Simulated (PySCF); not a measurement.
# C4H10OSSi: electronic excitations

Aim: predict the electronic excitations of C4H10OSSi (`CC[Si]1(O)CSC1`).

Programs: PySCF 2.14.0, with density-fitted response routines of our own. Each step states its level of theory. These are calculated values for one molecule in the gas phase, unless marked as measured. Atoms are numbered from 0 throughout.

## 1. The starting structure

17 atoms, charge 0, multiplicity 1; geometry from: GFN2-xTB.

Bonds of the start (Å): C0–C1 1.52, C1–Si2 1.89, Si2–O3 1.63, Si2–C4 1.92, C4–S5 1.84, S5–C6 1.84, C6–Si2 1.92, C0–H7 1.09, C0–H8 1.09, C0–H9 1.09, C1–H10 1.09, C1–H11 1.09, O3–H12 0.96, C4–H13 1.09, C4–H14 1.09, C6–H15 1.09, C6–H16 1.09.

## 2. Ultraviolet spectrum: CAM-B3LYP/def2-SVPD

What the job is given:

```
{"job": {"kind": "uv", "xc": "CAM-B3LYP", "basis": "def2-SVPD", "nstates": 8, "ntriplets": 3}, "charge": 0, "multiplicity": 1}
C      2.320582    -0.163209     0.621774
C      1.380248     0.011421    -0.565210
Si    -0.426238    -0.300428    -0.094146
O     -0.489649    -1.823986     0.476478
C     -1.330768     0.986671     1.002038
S     -2.700046     1.193015    -0.208890
C     -1.790753     0.104761    -1.376104
H      2.213787    -1.161144     1.036573
H      2.092627     0.556796     1.403965
H      3.355907    -0.023643     0.316258
H      1.664747    -0.691285    -1.347557
H      1.502879     1.011539    -0.980416
H     -1.307219    -2.231167     0.757204
H     -0.838808     1.942693     1.158175
H     -1.725439     0.641647     1.954571
H     -1.499989     0.674444    -2.253573
H     -2.428865    -0.716096    -1.692516
```

With the program's defaults for keys left out, this is: TDDFT CAM-B3LYP/def2-SVPD, vertical, gas phase, core orbitals frozen in the response.

Command:

```sh
> OMP_NUM_THREADS=1 python probes_run.py task.json out
```

The driver reads the jobs from task.json and runs them one after another.

Predict these results of the whole session: lowest singlet (CAM-B3LYP/def2-SVPD); brightest single state of those computed; lowest triplet.

The runs gave:

```
                                quantity                        value
    lowest singlet (CAM-B3LYP/def2-SVPD)  4.91 eV (252 nm), f = 0.000
brightest single state of those computed  state 4, 6.57 eV, f = 0.042
                          lowest triplet                      4.49 eV
```

What this shows: The lowest singlet, at 4.91 eV, is HOMO→LUMO+1 0.81 and is dark; of the 8 states computed, the strongest absorption comes from state 4 at 6.57 eV. The lowest triplet lies 0.42 eV below the lowest singlet (triplets in Tamm-Dancoff, singlets in full TDDFT).
